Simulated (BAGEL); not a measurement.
# GaNH3F (SMILES [NH2][GaH][F]) at B3LYP/aug-cc-pVDZ (density fitting with qzvpp-jkfit)

Aim: the energy change on altering one bond length of GaNH3F at B3LYP/aug-cc-pVDZ (density fitting with qzvpp-jkfit), from 2 runs. 

Program for the calculation: BAGEL 1.2.2.

2 further runs of the same task are left out: 1 that didn't finish, 1 set aside as unsound or not needed.

**1. Starting point**

GaNH3F: 6 atoms, total charge 0, spin state singlet. As SMILES, `[NH2][GaH][F]`. Geometry: a GFN2-xTB relaxation, a rough one for these elements and not checked as a minimum.

Bond lengths: N1–Ga2 1.821 Å, Ga2–F3 1.739 Å, N1–H4 1.012 Å, N1–H5 1.016 Å, Ga2–H6 1.519 Å. Angles: N1–Ga2–F3 113.9°, N1–Ga2–H6 131.7°, F3–Ga2–H6 114.2°, Ga2–N1–H4 124.3°, Ga2–N1–H5 116.8°, H4–N1–H5 109.3°.

**2. The energy at B3LYP/aug-cc-pVDZ (density fitting with qzvpp-jkfit)**

calc.json reads:

```json
{ "bagel" : [

{
  "title" : "molecule",
  "basis" : "aug-cc-pvdz.json",
  "df_basis" : "qzvpp-jkfit",
  "angstrom" : true,
  "geometry" : [
    { "atom" : "N", "xyz" : [   -0.697790,    0.231100,   -0.723710 ] },
    { "atom" : "Ga", "xyz" : [    0.403260,   -0.094600,    0.689280 ] },
    { "atom" : "F", "xyz" : [    1.149290,   -1.664870,    0.653660 ] },
    { "atom" : "H", "xyz" : [   -1.011610,    1.151980,   -1.000660 ] },
    { "atom" : "H", "xyz" : [   -0.562460,   -0.341490,   -1.551780 ] },
    { "atom" : "H", "xyz" : [    0.719320,    0.717880,    1.933200 ] }
  ]
},
{
  "title" : "ks",
  "xc_func" : "b3lyp"
},
{
  "title" : "print",
  "file" : "orbitals.molden",
  "orbitals" : true
}

]}
```

The basis set aug-cc-pVDZ is read from a file made from the Basis Set Exchange's data (not shown).

Started as:

```sh
$ BAGEL_NUM_THREADS=1 BAGEL calc.json > calc.out
```

Standard output:

```text
* using 1 threads per process

  ===============================================================
  ===============================================================

  *** Geometry ***

  { "atom" : "N", "xyz" : [     -1.318632,      0.436716,     -1.367614 ] },
  { "atom" : "Ga", "xyz" : [      0.762051,     -0.178768,      1.302550 ] },
  { "atom" : "F", "xyz" : [      2.171843,     -3.146148,      1.235238 ] },
  { "atom" : "H", "xyz" : [     -1.911666,      2.176927,     -1.890973 ] },
  { "atom" : "H", "xyz" : [     -1.062895,     -0.645323,     -2.932439 ] },
  { "atom" : "H", "xyz" : [      1.359318,      1.356597,      3.653219 ] },

  Number of auxiliary basis functions:      474

  Since a DF basis is specified, we compute 2- and 3-index integrals:
    o Being stored without compression. Storage requirement is 0.045 GB

  Number of basis functions:      109
  Number of electrons      :       50

    * METHOD: MOLECULE                             0.78

  *** Kohn-Sham DFT ***

    * Removing 9223 points whose weight is below 1.00e-10
    * Grid points: 80213

  === Nuclear Repulsion ===
   196.7470133965

       - DIIS with orbital gradients will be used.

  === KS iteration (b3lyp / aug-cc-pvdz.json) ===
      0      -2058.20408584          0.07601214           0.88
      1      -1937.29338585          0.20845525           0.85
      2      -2043.21110464          0.13353430           0.93
      3      -2062.25271322          0.11178407           0.88
      4      -2067.81049859          0.10475120           0.87
      5      -2080.65344887          0.02826668           0.86
      6      -2079.86932649          0.05469928           0.79
      7      -2081.21842252          0.01401254           0.79
      8      -2081.34294583          0.00395971           0.81
      9      -2081.35285447          0.00110821           0.85
     10      -2081.35361340          0.00018319           0.81
     11      -2081.35362609          0.00005522           0.84
     12      -2081.35362726          0.00002205           0.82
     13      -2081.35362749          0.00000263           0.89
     14      -2081.35362749          0.00000138           0.91
     15      -2081.35362749          0.00000058           0.98
     16      -2081.35362749          0.00000011           1.00
     17      -2081.35362749          0.00000002           0.98
     18      -2081.35362749          0.00000002           0.93
     19      -2081.35362749          0.00000000           0.99
    * SCF iteration converged.

    * Permanent dipole moment:
           (    0.330056,    -0.970743,     0.341511) a.u.

    * METHOD: KS                                  19.27

    * METHOD: PRINT                                0.02

  ===============================================================
```

Wall time 21 s (1 thread of Intel Xeon at 2.50GHz (Skylake/Cascade Lake), shared host); peak memory 0.42 GiB.

**3. The distorted shape, same level**

input.json reads:

```json
{ "bagel" : [

{
  "title" : "molecule",
  "basis" : "aug-cc-pvdz.json",
  "df_basis" : "qzvpp-jkfit",
  "angstrom" : true,
  "geometry" : [
    { "atom" : "N", "xyz" : [      -0.792609,      -0.012645,      -1.096888 ] },
    { "atom" : "Ga", "xyz" : [       0.308441,      -0.338345,       0.316102 ] },
    { "atom" : "F", "xyz" : [       1.054471,      -1.908615,       0.280482 ] },
    { "atom" : "H", "xyz" : [      -1.106429,       0.908235,      -1.373838 ] },
    { "atom" : "H", "xyz" : [      -0.657279,      -0.585235,      -1.924958 ] },
    { "atom" : "H", "xyz" : [       0.719320,       0.717880,       1.933200 ] }
  ]
},

{ "title" : "ks", "xc_func" : "b3lyp" },

{ "title" : "print", "file" : "orbitals.molden", "orbitals" : true }

]}
```

The basis set aug-cc-pVDZ is read from a file made from the Basis Set Exchange's data (not shown).

Started as:

```sh
$ BAGEL_NUM_THREADS=1 BAGEL input.json > input.out
```

Standard output:

```text
* using 1 threads per process

  ===============================================================
  ===============================================================

  *** Geometry ***

  { "atom" : "N", "xyz" : [     -1.497814,     -0.023896,     -2.072818 ] },
  { "atom" : "Ga", "xyz" : [      0.582869,     -0.639379,      0.597346 ] },
  { "atom" : "F", "xyz" : [      1.992661,     -3.606760,      0.530034 ] },
  { "atom" : "H", "xyz" : [     -2.090848,      1.716315,     -2.596178 ] },
  { "atom" : "H", "xyz" : [     -1.242077,     -1.105934,     -3.637643 ] },
  { "atom" : "H", "xyz" : [      1.359318,      1.356597,      3.653219 ] },

  Number of auxiliary basis functions:      474

  Since a DF basis is specified, we compute 2- and 3-index integrals:
    o Being stored without compression. Storage requirement is 0.045 GB

  Number of basis functions:      109
  Number of electrons      :       50

    * METHOD: MOLECULE                             0.83

  *** Kohn-Sham DFT ***

    * Removing 8901 points whose weight is below 1.00e-10
    * Grid points: 80535

  === Nuclear Repulsion ===
   193.8683102143

       - DIIS with orbital gradients will be used.

  === KS iteration (b3lyp / aug-cc-pvdz.json) ===
      0      -2058.45640246          0.07575180           0.90
      1      -1938.58818340          0.20192209           0.83
      2      -2042.94540970          0.12853513           0.87
      3      -2055.61217047          0.17603666           0.91
      4      -2080.08247121          0.03952577           0.86
      5      -2079.78404974          0.05457435           0.84
      6      -2081.29067155          0.00845650           0.95
      7      -2081.28577273          0.00770280           0.86
      8      -2081.32378712          0.00109416           0.78
      9      -2081.32450023          0.00015013           0.82
     10      -2081.32451175          0.00002406           0.96
     11      -2081.32451219          0.00001565           0.96
     12      -2081.32451235          0.00000417           0.95
     13      -2081.32451236          0.00000054           0.77
     14      -2081.32451236          0.00000022           0.94
     15      -2081.32451236          0.00000009           0.98
     16      -2081.32451236          0.00000002           0.89
     17      -2081.32451236          0.00000000           0.89
    * SCF iteration converged.

    * Permanent dipole moment:
           (    0.391824,    -0.826941,     0.558101) a.u.

    * METHOD: KS                                  17.32

    * METHOD: PRINT                                0.02

  ===============================================================
```

Wall time 19 s (1 thread of Intel Xeon at 2.50GHz (Skylake/Cascade Lake), shared host); peak memory 0.43 GiB.

**4. Summary of results**

Level: B3LYP/aug-cc-pVDZ (density fitting with qzvpp-jkfit).

| quantity | value |
| --- | --- |
| first shape: total energy | -2081.35363 Eh |
| first shape: dipole moment | 2.75 D |
| first shape: HOMO energy | -7.64 eV |
| first shape: LUMO energy | -1.04 eV |
| first shape: HOMO–LUMO gap | 6.59 eV |
| distorted shape: total energy | -2081.32451 Eh |
| distorted shape: dipole moment | 2.72 D |
| distorted shape: HOMO energy | -7.81 eV |
| distorted shape: LUMO energy | -1.75 eV |
| distorted shape: HOMO–LUMO gap | 6.06 eV |
| energy change with the Ga2–H6 bond stretched from 1.519 to 1.975 Å | 0.792 eV |

In words: With the Ga2–H6 bond stretched from 1.519 to 1.975 Å the energy rises by 0.79 eV (18.3 kcal/mol). The first shape isn't relaxed at this level, so the change isn't measured from a minimum.
